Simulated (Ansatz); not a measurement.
# TaCoS3: the cost of one run

Method: DFT PBE, scalar-relativistic, plane waves, PAW, in Ansatz 0.2.0.

**1. The starting structure**

It takes space group P-62m (No. 189, hexagonal). Conventional cell: a = 4.449 Å, b = 4.449 Å, c = 5.577 Å, α = 90.00°, β = 90.00°, γ = 120.00°. Ta (site symmetry -62m) has 6 S at 2.20 to 2.25 Å as nearest neighbours. Co (site symmetry -62m) has 2 Ta at 2.79 Å as nearest neighbours. Around S (site symmetry m2m) lie 2 Ta at 2.20 to 2.25 Å and 4 S at 2.23 Å.

As a file:

```cif
data_structure
_symmetry_space_group_name_H-M 'P-62m'
_symmetry_Int_Tables_number 189
_cell_length_a 4.4490
_cell_length_b 4.4490
_cell_length_c 5.5770
_cell_angle_alpha 90.000
_cell_angle_beta 90.000
_cell_angle_gamma 120.000
_cell_volume 95.60
loop_
_atom_site_label
_atom_site_type_symbol
_atom_site_symmetry_multiplicity
_atom_site_Wyckoff_symbol
_atom_site_fract_x
_atom_site_fract_y
_atom_site_fract_z
_atom_site_occupancy
Ta1 Ta 1 b 0.00000 0.00000 0.50000 1
Co1 Co 1 a 0.00000 0.00000 0.00000 1
S1 S 3 g 0.50621 0.00000 0.50000 1
```

The cell is invented: random cell by space group and Wyckoff sites (P-62m, No. 189). Its size is a rough estimate.

**2. A first look at the guess**

input.yaml

```yaml
crystal:
  lattice:
    - [4.44901633, 0.0, 0.0]
    - [-2.22450816, 3.85296116, 0.0]
    - [0.0, 0.0, 5.57698206]
  atoms:
    - { symbol: Ta, position: [0.0, 0.0, 0.5] }
    - { symbol: Co, position: [0.0, 0.0, 0.0], spin: 3.0 }
    - { symbol: S, position: [0.50621383, 0.0, 0.5] }
    - { symbol: S, position: [0.0, 0.50621383, 0.5] }
    - { symbol: S, position: [0.49378617, 0.49378617, 0.5] }
basis:
  ecutwfc: 420
kpoints:
  mp_grid: { grid: [6, 6, 4] }
hamiltonian:
  xc: pbe
scf:
  occupations: { method: gaussian, width: 0.1 }
  lower_state_search: "off"
output:
  forces: true
  stress: true
  eigenvalues: true
  populations: true
magnetization:
  spin_polarized: true
```

The run is started by

```sh
$ ansatz run input.yaml --threads 1 --pin off --max-ram 2560MiB --backend cpu --events-out ev --progress --plain --runs-dir out
```

Q: Estimate wall time and peak memory on 1 thread of AMD EPYC 9R45 (Zen 5), shared host.

About 7.8 s, with a peak of 0.49 GiB.
